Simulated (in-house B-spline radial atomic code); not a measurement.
# F⁷⁺: ionisation energy by several methods

An exercise on one series of results from a longer session: the logs are not shown, and one member is left open.

Method: scalar-relativistic (X2C), several functionals, spin-polarised; spherical all-electron atom at the radial basis limit. Code: in-house B-spline radial atomic code version 1.

**The atom as given**

| Quantity | Value |
| --- | --- |
| element | fluorine (Z = 9) |
| charge | +7 |
| electrons | 2 |
| configuration | 1s2 |
| nucleus | Fermi, rms radius 2.898 fm |

Where spins are not typed, each open shell is filled with up spins first.

Set-up of the first run:

Settings, as recorded:

```ini
Z = 9
electrons = 2.0
configuration = 1s2
hamiltonian = x2c
method = am05
spin_polarised = True
nucleus = fermi
rms_radius = 2.8976
mass_number = 19
atomic_mass = 18.99840316207
speed_of_light = 137.035999084
```

Steps of the session up to this table: AM05, a GGA; PBEsol, a GGA; OLYP, a GGA; HSE06, a range-separated hybrid; TPSSh, a global hybrid; PBE0, a global hybrid; SCAN, a meta-GGA; B3LYP, a global hybrid; BP86, a GGA.

One table of the session follows, with a row left open; its other results are not shown here.

```
method  ΔSCF (eV)
  AM05     948.72
PBEsol          ?
  OLYP     953.98
  BP86     954.51
  SCAN     954.18
 TPSSh     954.29
  PBE0     953.08
 B3LYP     953.79
 HSE06     953.16
```

Estimate the missing values for PBEsol.

As computed: ΔSCF (eV): 950.03. In the column «ΔSCF (eV)» it lies between AM05 (948.72) and PBE0 (953.08).

Caveats from the session: Mean absolute error by rung (exchange-only levels left out): GGA 2.44 eV, meta-GGA 0.28 eV, global hybrid 0.44 eV, range-separated hybrid 0.73 eV.
